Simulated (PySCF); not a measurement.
# CH6Ge: geometry, core binding energies

Wanted: the core binding energies of CH6Ge (`[CH3][GeH3]`), by calculation.

The runs use PySCF 2.14.0, with density-fitted response routines of our own; the level of theory stands in each step. All values are computed, except where a source is named. Atoms count from 0, in the outputs and in this text.

**1. The molecule as given**

8 atoms, charge 0, multiplicity 1; geometry from: GFN2-xTB.

Bonds of the start (Å): C0–Ge1 1.96, C0–H2 1.09, C0–H3 1.09, C0–H4 1.09, Ge1–H5 1.49, Ge1–H6 1.49, Ge1–H7 1.49.

**2. Relaxing the molecule at PBE0-D3(BJ)/def2-TZVP**

The job: settings as JSON, then the geometry in Å.

```
{"job": {"xc": "PBE0", "basis": "def2-TZVP", "d3": "d3bj", "grid": 2, "kind": "geom"}, "charge": 0, "multiplicity": 1}
C     -1.627940    -0.189590     0.023240
Ge     0.317120     0.036950    -0.004480
H     -2.087290     0.509450     0.718230
H     -1.895110    -1.196360     0.330830
H     -2.050250    -0.013900    -0.963550
H      0.699110     1.422920    -0.411430
H      0.962640    -0.906660    -0.966450
H      0.915030    -0.216020     1.341190
```

**Question.** This job is followed by: delta-SCF UKS SCAN, pcX-2 on the ionised atom (unc-x2c-TZVPall on a metal), pcseg-1 elsewhere, spin-free X2C. What will the session give for the following? point group; rotational constants (main isotopes); C1s binding energies, SCAN/pcX-2.

As calculated:

| quantity | value |
| --- | --- |
| point group | C3v |
| rotational constants (main isotopes) | 53.46, 8.61, 8.61 GHz |
| C1s binding energies, SCAN/pcX-2 | C0 290.37 eV |

Over 3 steps the energy fell by 0.062 eV; of the close pairs, Ge1–H7 changed most, 1.494 to 1.539 Å. No frequency check was run at this level, so the end point may be a saddle.
